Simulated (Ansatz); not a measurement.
# ZnBi3: the cost of one run

Computed with Ansatz 0.2.0 (DFT PBE, scalar-relativistic, plane waves, PAW, unless a step's input says otherwise).

## Step 1: Starting point

It takes space group I4/mmm (No. 139, tetragonal). The conventional cell has a = 5.045 Å, b = 5.045 Å, c = 9.126 Å, α = 90.00°, β = 90.00°, γ = 90.00°. Around Zn (site symmetry 4/mmm) lie 12 Bi at 3.40 to 3.57 Å. Bi (site symmetry -4m2) is surrounded by 8 Bi at 3.40 to 3.57 Å and 4 Zn at 3.40 Å. Around Bi (site symmetry 4/mmm) lie 8 Bi at 3.40 Å and 4 Zn at 3.57 Å.

As a file:

```
Zn Bi
1.0
    -2.52267    2.52267    4.56291
     2.52267   -2.52267    4.56291
     2.52267    2.52267   -4.56291
Zn Bi
1 3
Direct
  0.00000 0.00000 0.00000
  0.75000 0.25000 0.50000
  0.25000 0.75000 0.50000
  0.50000 0.50000 0.00000
```

The structure comes from the Materials Project (structure only).

## Step 2: A change within a subgroup

Against the listed cell: strain xx, yy, zz, yz, xz, xy = +6.4, +2.7, +4.0, +0.0, -0.6, +0.0 %; atoms moved by 0.15 Å root mean square, at most 0.20 Å.

Input file input.yaml:

```yaml
crystal:
  lattice:
    - [-2.7097044093, 2.5911079828, 4.7616393797]
    - [2.657322214, -2.5911079828, 4.7326791511]
    - [2.7097044093, 2.5911079828, -4.7616393797]
  atoms:
    - { symbol: Zn, position: [-0.0011450751, 0.0, -0.0011450751] }
    - { symbol: Bi, position: [0.7441565492, 0.2630939927, 0.5373522064] }
    - { symbol: Bi, position: [0.2742582136, 0.7369060073, 0.4810625565] }
    - { symbol: Bi, position: [0.4827303122, 0.5, -0.0172696878] }
basis:
  ecutwfc: 420
kpoints:
  mp_grid: { grid: [10, 10, 10] }
hamiltonian:
  xc: pbe
scf:
  occupations: { method: gaussian, width: 0.1 }
output:
  forces: true
  stress: true
  eigenvalues: true
  populations: true
```

Command:

```console
$ ansatz run input.yaml --threads 1 --pin off --max-ram 1331MiB --backend cpu --events-out ev --progress --plain --runs-dir out
```

**Question.** How long does this run take on 1 thread of an Arm CPU, shared host, and how much memory does it need?

About 2.7 min, with a peak of 1.1 GiB.
